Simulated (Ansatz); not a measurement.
# CsH3Se2O6: the cost of one run

Method: DFT PBE, plane waves, PAW, scalar-relativistic, no spin polarisation, in Ansatz 0.2.0.

**1. Starting point**

The cell holds 24 atoms (Cs2H6O12Se4): a = 6.076 Å, b = 6.865 Å, c = 9.713 Å, α = 92.15°, β = 105.61°, γ = 91.49°.

The coordinates stand in the first input below.

**2. Run 1**

200 steps of 0.75 fs under a Nosé-Hoover thermostat at 1500 K.

input.yaml reads:

```yaml
accuracy: low
crystal:
  lattice:
    - [6.075724, 0.0, 0.0]
    - [-0.178049, 6.863033, 0.0]
    - [-2.614065, -0.431729, 9.344561]
  atoms:
    - { symbol: Cs, position: [0.885789, 0.235286, 0.831993] }
    - { symbol: Cs, position: [0.112662, 0.759336, 0.165492] }
    - { symbol: H, position: [0.527186, 0.010139, 0.028452] }
    - { symbol: H, position: [0.473345, 0.517898, 0.975733] }
    - { symbol: H, position: [0.530883, 0.522468, 0.481124] }
    - { symbol: H, position: [0.452832, 0.007984, 0.498645] }
    - { symbol: H, position: [0.217301, 0.292065, 0.245648] }
    - { symbol: H, position: [0.786922, 0.706173, 0.757449] }
    - { symbol: Se, position: [0.195337, 0.261773, 0.527403] }
    - { symbol: Se, position: [0.833993, 0.761436, 0.481857] }
    - { symbol: Se, position: [0.599422, 0.267966, 0.212647] }
    - { symbol: Se, position: [0.402837, 0.749233, 0.783362] }
    - { symbol: O, position: [0.09029, 0.344647, 0.35535] }
    - { symbol: O, position: [0.930521, 0.663565, 0.649917] }
    - { symbol: O, position: [0.460608, 0.379663, 0.594191] }
    - { symbol: O, position: [0.56933, 0.607937, 0.403046] }
    - { symbol: O, position: [0.662131, 0.42208, 0.092876] }
    - { symbol: O, position: [0.330189, 0.572703, 0.901447] }
    - { symbol: O, position: [0.284655, 0.262535, 0.155099] }
    - { symbol: O, position: [0.717124, 0.736083, 0.845799] }
    - { symbol: O, position: [0.275952, 0.010805, 0.484719] }
    - { symbol: O, position: [0.724429, 0.982679, 0.514934] }
    - { symbol: O, position: [0.634024, 0.027329, 0.133572] }
    - { symbol: O, position: [0.365538, 0.965316, 0.867944] }
basis:
  ecutwfc: 420.0
kpoints:
  mp_grid: { grid: [2, 1, 1] }
hamiltonian:
  xc: pbe
scf:
  occupations: { method: fermi_dirac, width: 0.05 }
  lower_state_search: "off"
md:
  timestep: 0.75
  n_steps: 200
  ensemble: nvt_nose_hoover
  temperature: 1500.0
  initial_velocities: maxwell_boltzmann
  seed: 592118
  nose_hoover: { tau: 50.0, chain_length: 5 }
```

Started as:

```bash
ansatz run input.yaml --threads 1 --pin off --max-ram 3072MiB --backend cpu --events-out ev --progress --plain --runs-dir out
```

What time and memory should one allow on 1 thread of Arm Neoverse V2, shared host?

About 13 min, with a peak of 0.67 GiB.
